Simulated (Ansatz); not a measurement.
# triplet AsH3 at 6 levels

Wanted: a comparison of 6 runs (U-revPBE/STO-3G, UB2PLYP/STO-3G, UCAM-B3LYP/STO-3G, UCCSD/STO-3G, UCCSD(T)/STO-3G, FCI/STO-3G) of triplet AsH3. 

The calculation is run with Ansatz 0.2.0.

29 further runs of the same task are left out: 1 that didn't finish, 28 set aside as unsound or not needed.

### Step 1. The system as given

AsH3 has 4 atoms, charge 0, and is taken as a triplet. SMILES of the parent species: `[AsH3]`. The coordinates come from a PBE0-D4/def2-TZVP relaxation. That shape belongs to the parent species and isn't relaxed for this state.

Bond lengths: As1–H2 1.522 Å, As1–H3 1.522 Å, As1–H4 1.522 Å. Angles: H2–As1–H3 92.0°, H2–As1–H4 92.0°, H3–As1–H4 92.0°.

### Step 2. The energy at U-revPBE/STO-3G (run 1)

File in.yaml:

```yaml
crystal:
  periodic: [false, false, false]
  atoms:
    - {symbol: As, position_ang: [-0.215800, 0.487600, -0.346000]}
    - {symbol: H, position_ang: [0.349900, 0.630300, 1.059400]}
    - {symbol: H, position_ang: [-1.068000, -0.705500, 0.061100]}
    - {symbol: H, position_ang: [0.933900, -0.412500, -0.774500]}
basis:
  gaussian: {orbitals: STO-3G}
magnetization: {spin_polarized: true, initial_magnetization: 2}
hamiltonian: {xc: {name: revPBE}}
accuracy: high
```

Run with:

```bash
$ ansatz run in.yaml --threads 1 --pin off --max-ram 2610MiB --events-out events.jsonl --progress --plain --runs-dir runs
```

Output:

```text
Warning: RAYON_NUM_THREADS=1 ignored (pool sized by the plan → 1); use --threads N
Functional definition: revPBE
  name "revPBE"
  parameter kappa = 1.245
  parameter beta = 0.06672455060314922
  exchange = pbe_x(kappa = kappa, mu = beta*pi^2/3)
  correlation = pbe_c(beta = beta)
262 factors; integrals over basis functions are off by at most 1.8e-8 eV
mean field evaluation 1: about -60187.0033 eV, gradient 7.0e0 eV
mean field evaluation 2: about -60185.8409 eV, gradient 1.1e1 eV
mean field evaluation 4: about -60187.0788 eV, gradient 5.2e0 eV
mean field evaluation 8: about -60187.2845 eV, gradient 3.7e0 eV
mean field evaluation 16: about -60187.5039 eV, gradient 9.3e-3 eV
mean field evaluation 32: about -60186.8857 eV, gradient 6.0e0 eV
mean field evaluation 64: about -60187.5038 eV, gradient 4.0e-3 eV
mean field evaluation 96: about -60187.5090 eV, gradient 2.7e-2 eV
mean field -60187.50383388 eV, -2211.8499693397 hartree, gradient 4.8e-8 eV, S^2 2.001631; 6 other end points of the search recorded, 0 dependent functions left out
reference -60187.50383585 eV, -2211.8499694123 hartree; 19, 17 occupied and 2, 4 virtual orbitals, 262 factors
Total energy: -60187.50383585 eV, -2211.8499694123 hartree
```

It took 5.4 s on 1 thread of Intel Xeon Platinum 8488C (Sapphire Rapids), shared host; peak memory 0.13 GiB.

### Step 3. The energy at UB2PLYP/STO-3G (run 2)

File job.yaml:

```yaml
crystal:
  periodic: [false, false, false]
  atoms:
    - {symbol: As, position_ang: [-0.215800, 0.487600, -0.346000]}
    - {symbol: H, position_ang: [0.349900, 0.630300, 1.059400]}
    - {symbol: H, position_ang: [-1.068000, -0.705500, 0.061100]}
    - {symbol: H, position_ang: [0.933900, -0.412500, -0.774500]}
basis:
  gaussian: {orbitals: STO-3G}
magnetization: {spin_polarized: true, initial_magnetization: 2}
hamiltonian: {xc: {name: B2PLYP}}
correlation: {frozen_orbitals: {As: 9, H: 0}}
accuracy: high
```

Run with:

```bash
$ ansatz run job.yaml --threads 1 --pin off --max-ram 2610MiB --events-out events.jsonl --progress --plain --runs-dir runs
```

Output, cut to the lines that bear on the results:

```text
Warning: RAYON_NUM_THREADS=1 ignored (pool sized by the plan → 1); use --threads N
Functional definition: B2PLYP
  name "B2PLYP"
[...]
262 factors; integrals over basis functions are off by at most 1.8e-8 eV
[...]
mean field -60183.32610751 eV, -2211.6964407273 hartree, gradient 4.8e-8 eV, S^2 2.005455; 4 other end points of the search recorded, 0 dependent functions left out
9 core orbitals not correlated: weight in the atoms' cores, before any rotation towards them, 1.000 or more for the frozen orbitals, at most 0.000 for the correlated occupied ones
reference -60183.32612240 eV, -2211.6964412746 hartree; 10, 8 occupied and 2, 4 virtual orbitals, 262 factors
second order -1.07003748 eV of doubles, -0.00000000 eV of singles
Total energy: -60183.61503252 eV, -2211.7070585257 hartree
```

Wall time 3.6 s (1 thread of Intel Xeon Platinum 8488C (Sapphire Rapids), shared host); peak memory 0.13 GiB.

Runs 3 to 5 aren't shown in full; the table further down has their settings and results.

### Step 4. A single-point energy at FCI/STO-3G (run 6)

File input.yaml:

```yaml
basis:
  gaussian: {orbitals: STO-3G}
crystal:
  periodic: [false, false, false]
  atoms:
    - {symbol: As, position_ang: [-0.215800, 0.487600, -0.346000]}
    - {symbol: H, position_ang: [0.349900, 0.630300, 1.059400]}
    - {symbol: H, position_ang: [-1.068000, -0.705500, 0.061100]}
    - {symbol: H, position_ang: [0.933900, -0.412500, -0.774500]}
magnetization: {spin_polarized: true, initial_magnetization: 2}
correlation: {method: fci, frozen_orbitals: {As: 9, H: 0}}
accuracy: high
```

Run with:

```bash
$ ansatz run input.yaml --threads 1 --pin off --max-ram 2610MiB --events-out events.jsonl --progress --plain --runs-dir runs
```

Output, cut to the lines that bear on the results:

```text
Warning: RAYON_NUM_THREADS=1 ignored (pool sized by the plan → 1); use --threads N
Functional definition: HF
  name "HF"
[...]
262 factors; integrals over basis functions are off by at most 1.8e-8 eV
[...]
mean field -60155.88441524 eV, -2210.6879771372 hartree, gradient 2.4e-8 eV, S^2 2.013033; 7 other end points of the search recorded, 0 dependent functions left out
determinant -60155.88441524 eV, -2210.6879771372 hartree, with singles and doubles -60157.21432087 eV, -2210.7368502676 hartree
determinant -60155.88409512 eV, -2210.6879653731 hartree, with singles and doubles -60157.21413939 eV, -2210.7368435984 hartree
determinant -60155.88441524 eV, -2210.6879771372 hartree, with singles and doubles -60157.22487893 eV, -2210.7372382692 hartree
determinant -60155.88409512 eV, -2210.6879653731 hartree, with singles and doubles -60157.22470710 eV, -2210.7372319545 hartree
9 core orbitals not correlated: weight in the atoms' cores, before any rotation towards them, 1.000 or more for the frozen orbitals, at most 0.000 for the correlated occupied ones
reference -60155.78329972 eV, -2210.6842612102 hartree; 10, 8 occupied and 2, 4 virtual orbitals, 262 factors
state -60157.27798185 eV, -2210.7391897654 hartree
Total energy: -60157.27798185 eV, -2210.7391897654 hartree
```

Wall time 1.9 s (1 thread of Intel Xeon Platinum 8488C (Sapphire Rapids), shared host).

### Step 5. All runs side by side

| run | level | frozen core orbitals | energy (Eh) | ⟨S²⟩ | wall time |
| --- | --- | --- | --- | --- | --- |
| 1 | U-revPBE/STO-3G | – | -2211.849969 | 2.002 | 5.4 s |
| 2 | UB2PLYP/STO-3G | 9 | -2211.707059 | 2.005 | 3.6 s |
| 3 | UCAM-B3LYP/STO-3G | – | -2212.095105 | 2.003 | 4.8 s |
| 4 | UCCSD/STO-3G | 9 | -2210.737238 | 2.013 | 0.46 s |
| 5 | UCCSD(T)/STO-3G | 9 | -2210.738104 | 2.013 | 0.49 s |
| 6 | FCI/STO-3G | 9 | -2210.739190 | – | 1.9 s |

### Step 6. What came out

| quantity | value |
| --- | --- |
| run 6: total energy | -2210.73919 Eh |
| run 6: correlation energy (9 core orbitals frozen) | -54.9 mEh |

**Reading.** Against full CI in this basis: UCCSD +2.0 mEh; UCCSD(T) +1.1 mEh. Totals of different functionals can't be ranked against each other. In runs 1, 2, 3, 4, 5, 6 the basis is minimal, so the values are rough. All runs together took 17 s, the longest 5.4 s.
